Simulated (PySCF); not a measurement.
# RuF₃⁺: relaxation and vibrations of the quintet

The task is one start of a wider search on RuF₃⁺: the quintet, from a trigonal planar start. It is relaxed, tested by its Hessian and followed downhill if it is a saddle.

Method: PBE0, basis Ru def2-TZVP with ECP28, F def2-TZVP, scalar-relativistic core potentials, no spin–orbit coupling, density fitting; program: PySCF 2.14.0.

**1. The starting structure**

4 atoms, charge 1, spin multiplicity 5.

Bond lengths: Ru1–F2 1.852 Å, Ru1–F3 1.852 Å, Ru1–F4 1.852 Å. Angles: F2–Ru1–F3 120.0°, F2–Ru1–F4 120.0°, F3–Ru1–F4 120.0°.

Coordinates in bohr (charge 1 multiplicity 5):
```
Ru    0.0000    0.0000    0.0000
F     3.5002    0.0000    0.0000
F    -1.7501    3.0313    0.0000
F    -1.7501   -3.0313    0.0000
```

**2. The SCF at the typed geometry**

The steps below are one call of a driver around PySCF. For each, scf.py gives the equivalent set-up of the SCF; relaxations use the driver's own optimiser. After this first run the driver tries any further starts and a stability analysis.

The input, scf.py:

```python
from pyscf import gto, scf, dft
mol = gto.M(atom='''
Ru     0.000000     0.000000     0.000000
F      1.852200     0.000000     0.000000
F     -0.926100     1.604100     0.000000
F     -0.926100    -1.604100     0.000000''',
    basis={'Ru': 'def2-TZVP', 'F': 'def2-TZVP'},
    ecp={'Ru': 'def2-TZVP'},
    charge=1, spin=4)
mf = dft.UKS(mol, xc='PBE0')
mf.grids.atom_grid = (50, 194)
aux = {'Ru': 'def2-universal-JKFIT', 'F': 'def2-universal-JKFIT'}
mf = mf.density_fit(auxbasis=aux)
mf.conv_tol = 1e-08
mf.diis_space = 10
mf.max_cycle = 60
mf.init_guess = 'minao'
mf.verbose = 4
mf.kernel()
```

Command:

```bash
> OMP_NUM_THREADS=4 python axn.py task.json out
```

The runs that follow: Relaxing the quintet from the trigonal planar start; Relaxing without the symmetry constraint; Hessian and properties.

Q: Predict the outcome of this session. Wanted: minimum; geometry; wavenumbers; dipole moment; highest occupied, lowest empty level; polar-tensor charge of Ru1; zero-point energy; ⟨S²⟩.

**Answer**, as computed:

| quantity | value |
| --- | --- |
| minimum | quintet, C2v |
| geometry | Ru–F 1.765 Å, Ru–F 1.796 Å (×2); F–Ru–F 100.6° (×2), F–Ru–F 158.7° |
| wavenumbers (cm⁻¹) | 127 (b1), 187 (a1), 194 (b2), 733 (a1), 783 (a1), 795 (b2) |
| dipole moment (centre of mass) | 1.60 D |
| highest occupied, lowest empty level (either spin) | -16.77, -13.07 eV |
| polar-tensor charge of Ru1 | +2.32 e |
| zero-point energy | 16.9 kJ/mol |
| entropy at 298.15 K | 320.8 J/(mol K) |
| ⟨S²⟩ | 6.011 |

What this shows: The trigonal planar start (D3h) ends in a minimum of C2v symmetry. In the infrared the band at 795 cm⁻¹ (b2, stretch) leads. Most of the spin sits on Ru1 (Mulliken spin 3.18, against 4 for the whole molecule). Other starts or spin states, not run here, may lie lower. Open d and f shells are described by one determinant, and the ground state may have another occupation or spin.
